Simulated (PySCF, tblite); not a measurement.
# C5H9GeS radical: geometry, infrared bands and EPR parameters

Wanted: the infrared bands and EPR parameters of C5H9GeS radical (`CC(=S)[C@@H]1[CH][GeH2][CH2]1`), by calculation.

The runs use tblite 0.8.0 and PySCF 2.14.0, with density-fitted response routines of our own; the level of theory stands in each step. All values are computed, except where a source is named. Atoms are numbered from 0 throughout.

### 1 The molecule as given

16 atoms, charge 0, multiplicity 2; geometry from: force field or distance geometry start.

Bonds of the start (Å): C0–C1 1.50, C1–S2 1.45, C1–C3 1.48, C3–C4 1.48, C4–Ge5 1.93, Ge5–C6 1.93, C6–C3 1.51, C0–H7 1.11, C0–H8 1.10, C0–H9 1.11, C3–H10 1.13, C4–H11 1.10, Ge5–H12 1.54, Ge5–H13 1.53, C6–H14 1.12, C6–H15 1.13.

### 2 Optimising the geometry with GFN2-xTB

What the job is given:

```
{"job": {"kind": "relax", "xc": "GFN2-xTB", "basis": "xTB"}, "charge": 0, "multiplicity": 2}
C      2.320300     0.605300    -0.532900
C      1.185500     0.276400     0.389300
S      1.182000     0.815000     1.737700
C      0.062200    -0.606500     0.016100
C     -0.704600    -0.080600    -1.141400
Ge    -2.375300    -0.008500    -0.187300
C     -1.056200    -0.729700     1.025600
H      2.891700    -0.323500    -0.754300
H      1.916200     1.021000    -1.470700
H      2.981300     1.342800    -0.039300
H      0.453900    -1.637700    -0.227300
H     -0.346400     0.842700    -1.615600
H     -2.906200     1.375400     0.213300
H     -3.408100    -1.033200    -0.652300
H     -0.943200    -0.043800     1.909200
H     -1.260800    -1.806200     1.318500
```

The run is started by

```console
$ OMP_NUM_THREADS=1 python probes_run.py task.json out
```

This one command runs all jobs of the session in turn.

**Question.** This job is followed by: GFN2-xTB harmonic vibrations, gas phase; UKS B3LYP, def2-TZVP-core on Ge, pcH-1 on C H S, non-relativistic, mean-field spin-orbit, GIAO. What will the session give for the following? strongest single infrared mode (GFN2-xTB); zero-point energy (GFN2-xTB); g(iso) (B3LYP); ⟨S²⟩; largest a(iso); potential on the surface of density 0.002 e/bohr³, 1st and 99th percentile.

The runs gave:

```
                                                                  quantity                  value
                                 strongest single infrared mode (GFN2-xTB)  1976 cm⁻¹, 447 km/mol
                                              zero-point energy (GFN2-xTB)          73.8 kcal/mol
                                                            g(iso) (B3LYP)                2.08465
                                                                      ⟨S²⟩     0.753 (exact 0.75)
                                                            largest a(iso)    13C on C4, 33.7 MHz
potential on the surface of density 0.002 e/bohr³, 1st and 99th percentile     -0.95 V and 0.95 V
```

**Reading.** The optimisation took 143 steps and gained 2.722 eV; among the close pairs (by a distance rule), C1–C4 changed most, from 2.458 to 1.519 Å. The frame itself reshapes: C1···C4 goes from 2.46 to 1.52 Å. No mode is imaginary among the 42: a minimum at this level. The strongest single mode, at 1976 cm⁻¹, moves mainly H12. GFN2-xTB is a fitted tight-binding method: band positions and strengths are rough. Its intensities can rank the bands wrongly. The structure rearranged or came apart on optimisation; the results belong to the end geometry, not to the formula as drawn. S2 carries the largest spin population, 0.88 e. The isotropic g lies 82.3 ppt above the free-electron value. The hyperfine terms hold no scalar relativity, which the heavier nuclei need.
